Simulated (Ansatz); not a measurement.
# InSb₃: a line through an energy map

Aim: follow the energy of InSb3 (Pm-3m, No. 221; 4 atoms in the cell) along one coordinate, c/a of the conventional cell, with the other held at volume per atom = 26.40 Å³.

Computed with Ansatz 0.2.0 (DFT PBE, scalar-relativistic, plane waves, PAW, unless a step's input says otherwise).

16 further runs of the same task are left out: 16 set aside as unsound or not needed.

### Step 1. The starting structure

Symmetry: Pm-3m, No. 221, cubic system. Conventional cell: a = 4.814 Å, b = 4.814 Å, c = 4.814 Å, α = 90.00°, β = 90.00°, γ = 90.00°. Around In (site symmetry m-3m) lie 12 Sb at 3.40 Å. Sb (site symmetry 4/mmm) has 4 In at 3.40 Å and 8 Sb at 3.40 Å as nearest neighbours.

Structure file:

```
In Sb
1.0
     4.81386    0.00000    0.00000
     0.00000    4.81386    0.00000
     0.00000    0.00000    4.81386
In Sb
1 3
Direct
  0.00000 0.00000 0.00000
  0.50000 0.00000 0.50000
  0.00000 0.50000 0.50000
  0.50000 0.50000 0.00000
```

It goes back to an entry of the Materials Project, which need not be the stable form.

It is the result of an earlier relaxation at this level (volume 27.89 Å³/atom; gap on the mesh: none (metal)).

### Step 2. What is varied

The energy is mapped over volume and the cell's shape.

The axes are (1) volume per atom: 7 values from 25.66 to 30.12 Å³; (2) c/a of the conventional cell: 7 values from 0.834 to 1.200.

Nothing else is relaxed (symmetry fixes all fractional coordinates). Energies count from the relaxed crystal. Points are written as (first, second).

### Step 3. Point (26.40 Å³, 0.834)

input.yaml

```yaml
crystal:
  lattice:
    - [5.0223567004, 0.0, 0.0]
    - [0.0, 5.0223567004, 0.0]
    - [0.0, 0.0, 4.1866365455]
  atoms:
    - { symbol: In, position: [0.0, 0.0, 0.0] }
    - { symbol: Sb, position: [0.5, 0.0, 0.5] }
    - { symbol: Sb, position: [0.0, 0.5, 0.5] }
    - { symbol: Sb, position: [0.5, 0.5, 0.0] }
basis:
  ecutwfc: 420
kpoints:
  mp_grid: { grid: [10, 10, 10] }
hamiltonian:
  xc: pbe
  pseudopotentials: { kind: paw, azcp: { folder: soft_1 } }
scf:
  occupations: { method: gaussian, width: 0.15 }
output:
  forces: true
  stress: true
  eigenvalues: true
```

The run is started by

```
$ ansatz run input.yaml --threads 2 --pin off --max-ram 4096MiB --backend cpu --events-out ev --progress --plain --runs-dir out
```

The session goes on with these runs: the other points of the line.

**Question.** What will these runs give? Wanted: for each run, c/a of the conventional cell; energy; slope; pressure.

The runs gave:

| c/a of the conventional cell | step | energy (meV/atom) | slope (meV/atom per unit) | pressure (GPa) |
| --- | --- | --- | --- | --- |
| 0.834 | 3 | 1.9 | 222 | 2.76 |
| 0.886 | 4 | 11.1 | 103 | 3.08 |
| 0.941 | 5 | 14.0 | 8 | 3.18 |
| 1.000 | 6 | 14.0 | 0 | 3.17 |
| 1.062 | – | 15.0 | 23 | 3.20 |
| 1.129 | 7 | 16.0 | 10 | 3.21 |
| 1.200 | – | 19.6 | 102 | 3.42 |

Energies count from the relaxed crystal. Rows without a step come from runs not printed here or follow by symmetry. Slopes come from the forces (and the stress, where the cell changes), not from differences of energies.

The energy is lowest at the end of the line, 0.834, so the minimum along this coordinate may lie outside the range. The highest point computed, at 1.200, lies 17.7 meV/atom above the lowest. This is one cut through a surface in two coordinates; the map's lowest point lies off it. Spin-orbit coupling is left out for Sb.
